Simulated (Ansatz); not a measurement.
# ClFH4SSn2: the cost of one run

All numbers below are computed with Ansatz 0.2.0 (RKS LDA/def2-SVP).

## 1. The system as given

Bond lengths: F1–Sn2 1.929 Å, Sn2–Cl3 2.325 Å, Sn2–S4 2.443 Å, S4–Sn5 2.429 Å, Sn2–H6 1.764 Å, Sn5–H7 1.736 Å, Sn5–H8 1.773 Å, Sn5–H9 1.745 Å. Angles: F1–Sn2–Cl3 107.3°, F1–Sn2–S4 111.5°, F1–Sn2–H6 111.2°, Cl3–Sn2–S4 108.2°, Cl3–Sn2–H6 109.6°, S4–Sn2–H6 109.0°, Sn2–S4–Sn5 91.7°, S4–Sn5–H7 109.0°, S4–Sn5–H8 107.0°, S4–Sn5–H9 109.5°, H7–Sn5–H8 108.6°, H7–Sn5–H9 112.7°, H8–Sn5–H9 109.8°.

As a file:

```xyz
9

F    -1.9629   -0.3910    1.3122
Sn   -0.5035    0.8651    1.4274
Cl    1.2888   -0.2437    2.4096
S     0.1943    1.6335   -0.7846
Sn    0.4324   -0.6482   -1.5814
H    -0.9434    2.2638    2.4087
H     0.8977   -0.6166   -3.2539
H     1.7406   -1.3903   -0.6430
H    -1.0555   -1.5189   -1.3121
```

## 2. Relaxing end A

input.yaml

```yaml
crystal:
  periodic: [false, false, false]
  atoms:
    - { symbol: F, position_ang: [-1.9629, -0.391, 1.3122] }
    - { symbol: Sn, position_ang: [-0.5035, 0.8651, 1.4274] }
    - { symbol: Cl, position_ang: [1.2888, -0.2437, 2.4096] }
    - { symbol: S, position_ang: [0.1943, 1.6335, -0.7846] }
    - { symbol: Sn, position_ang: [0.4324, -0.6482, -1.5814] }
    - { symbol: H, position_ang: [-0.9434, 2.2638, 2.4087] }
    - { symbol: H, position_ang: [0.8977, -0.6166, -3.2539] }
    - { symbol: H, position_ang: [1.7406, -1.3903, -0.643] }
    - { symbol: H, position_ang: [-1.0555, -1.5189, -1.3121] }
basis:
  gaussian: { orbitals: def2-SVP }
hamiltonian:
  xc: lda
relax:
  f_tol: 0.02
  max_steps: 50
```

Started as:

```
> ansatz run input.yaml --threads 2 --pin off --max-ram 3072MiB --backend cpu --events-out ev --progress --plain --runs-dir out
```

**Question.** How long does this run take on 2 threads of Intel Xeon Platinum 8259CL at 2.50GHz (Skylake/Cascade Lake), shared host, and how much memory does it need?

About 9.2 s, with a peak of 0.2 GiB.
